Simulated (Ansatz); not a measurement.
# BFH₄O₂Si: how energies converge with the basis set

The task here is to estimate one member of a computed series from the others.

The runs use Ansatz 0.2.0, Gaussian basis; one geometry, several basis sets.

Levels to be run: PBE0-D4/def2-SVP; ωB97M-V/def2-SVP; PBE0-D4/def2-QZVPP; ωB97M-V/def2-QZVPP; the functionals' def2-TZVPP values are taken from earlier runs.

**The geometry**

All runs share one geometry, relaxed beforehand with PBE0-D4 in a triple-zeta def2 set.

SMILES `B[Si](O)(O)F`, 9 atoms, charge 0, spin multiplicity 1.

Atoms are counted from 1 here; the program's logs count them from 0.

Bond lengths: B1–Si2 2.005 Å, B1–H6 1.193 Å, B1–H7 1.196 Å, Si2–O3 1.639 Å, Si2–O4 1.626 Å, Si2–F5 1.605 Å, O3–H8 0.958 Å, O4–H9 0.959 Å. Angles: Si2–B1–H6 122.5°, Si2–B1–H7 120.0°, H6–B1–H7 117.5°, B1–Si2–O3 115.3°, B1–Si2–O4 111.1°, B1–Si2–F5 105.8°, O3–Si2–O4 106.5°, O3–Si2–F5 107.6°, O4–Si2–F5 110.6°, Si2–O3–H8 118.1°, Si2–O4–H9 118.0°.

Set-up of the first run:

Input file in.yaml:

```yaml
crystal:
  periodic: [false, false, false]
  atoms:
    - {symbol: B, position_ang: [-0.435216, 0.357492, -1.532794]}
    - {symbol: Si, position_ang: [0.120045, 0.111776, 0.377612]}
    - {symbol: O, position_ang: [0.892299, -1.295766, 0.706443]}
    - {symbol: O, position_ang: [-1.163533, 0.176745, 1.373675]}
    - {symbol: F, position_ang: [1.140920, 1.309218, 0.693136]}
    - {symbol: H, position_ang: [-1.501153, 0.798840, -1.838423]}
    - {symbol: H, position_ang: [0.319085, 0.073559, -2.416566]}
    - {symbol: H, position_ang: [1.774755, -1.419022, 0.353724]}
    - {symbol: H, position_ang: [-1.058703, -0.159042, 2.266092]}
basis:
  gaussian: {orbitals: def2-SVP}
hamiltonian: {xc: pbe0, dispersion: d4}
output: {orbitals: {seedname: orbitals}}
```

Started as:

```
> ansatz run in.yaml --threads 2 --pin off --events-out ev --progress --plain --max-ram 4352MiB
```

Among the steps run: PBE0-D4 in def2-SVP; ωB97M-V in def2-SVP; PBE0-D4 in def2-QZVPP; ωB97M-V in def2-QZVPP.

One of the session's tables, all rows but one given; the rest of the session is left out.

It belongs to the step «Density functionals: the series». 

```
functional       basis  HOMO (eV)  LUMO (eV)
   PBE0-D4    def2-SVP      -8.43      -2.47
   PBE0-D4  def2-TZVPP      -8.59      -2.58
   PBE0-D4  def2-QZVPP          ?          ?
   ωB97M-V    def2-SVP     -10.63      -0.37
   ωB97M-V  def2-TZVPP     -10.82      -0.58
   ωB97M-V  def2-QZVPP     -10.86      -0.64
```

Estimate the missing values for PBE0-D4, def2-QZVPP.

**Answer.** HOMO (eV): -8.63; LUMO (eV): -2.61. In the column «HOMO (eV)» it lies between ωB97M-V, def2-SVP (-10.63) and PBE0-D4, def2-TZVPP (-8.59).
